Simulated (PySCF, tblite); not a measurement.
# CH8F2Si3: geometry, infrared bands and NMR shifts

Aim: predict the infrared bands and NMR shifts of CH8F2Si3 (`F[SiH2]C[SiH2][SiH2]F`).

The runs use tblite 0.8.0 and PySCF 2.14.0, with density-fitted response routines of our own; the level of theory stands in each step. All values are computed, except where a source is named. Atoms are numbered from 0 throughout.

**1. Starting geometry**

14 atoms, charge 0, multiplicity 1; geometry from: force field or distance geometry start.

Bonds of the start (Å): F0–Si1 1.61, Si1–C2 1.85, C2–Si3 1.83, Si3–Si4 2.32, Si4–F5 1.61, Si1–H6 1.48, Si1–H7 1.48, C2–H8 1.10, C2–H9 1.09, Si3–H10 1.50, Si3–H11 1.49, Si4–H12 1.49, Si4–H13 1.49.

**2. Geometry optimisation with GFN2-xTB**

What the job is given:

```
{"job": {"kind": "relax", "xc": "GFN2-xTB", "basis": "xTB"}, "charge": 0, "multiplicity": 1}
F     -0.649200    -1.409000    -1.722800
Si    -1.609300    -0.153700    -1.392900
C     -0.574300     1.159500    -0.602900
Si     0.142200     0.487600     0.940400
Si     1.894200    -0.984200     0.554300
F      2.918300    -0.317700    -0.493800
H     -2.203600     0.340000    -2.649800
H     -2.690700    -0.605500    -0.481900
H     -1.203900     2.029100    -0.376200
H      0.196800     1.506500    -1.283200
H     -0.908800    -0.143600     1.804100
H      0.658200     1.626900     1.742000
H      2.614000    -1.263000     1.825600
H      1.415300    -2.273400    -0.009500
```

The run is started by

```sh
$ OMP_NUM_THREADS=1 python probes_run.py task.json out
```

The driver reads the jobs from task.json and runs them one after another.

**Question.** This job is followed by: GFN2-xTB harmonic vibrations, gas phase; GIAO PBE0/pcSseg-1 NMR shielding, non-relativistic, gas phase. What will the session give for the following? strongest single infrared mode (GFN2-xTB); zero-point energy (GFN2-xTB); 13C shifts against TMS (PBE0/pcSseg-1); 1H shifts against TMS (PBE0/pcSseg-1, means over atoms taken as alike); 19F shifts against CFCl3 (PBE0/pcSseg-1); 29Si shifts against TMS (PBE0/pcSseg-1).

**Answer**, as computed:

```
                                                              quantity                       value
                             strongest single infrared mode (GFN2-xTB)       2302 cm⁻¹, 433 km/mol
                                          zero-point energy (GFN2-xTB)               50.9 kcal/mol
                                13C shifts against TMS (PBE0/pcSseg-1)                    -6.8 ppm
1H shifts against TMS (PBE0/pcSseg-1, means over atoms taken as alike)  5.75, 5.36, 4.12, 0.24 ppm
                              19F shifts against CFCl3 (PBE0/pcSseg-1)          -224.1, -269.2 ppm
                               29Si shifts against TMS (PBE0/pcSseg-1)       12.0, 11.1, -81.9 ppm
```

Relaxing lowered the energy by 0.259 eV in 63 steps; the close pair that moved most is C2–Si3, from 1.829 to 1.913 Å. No mode is imaginary among the 36: a minimum at this level. The strongest single mode, at 2302 cm⁻¹, moves mainly H6 and H7. GFN2-xTB is a fitted tight-binding method: band positions and strengths are rough. Its intensities can rank the bands wrongly. At PBE0/pcSseg-1: The largest span, 182 ppm, is at Si4, where the paramagnetic term is -540 ppm.
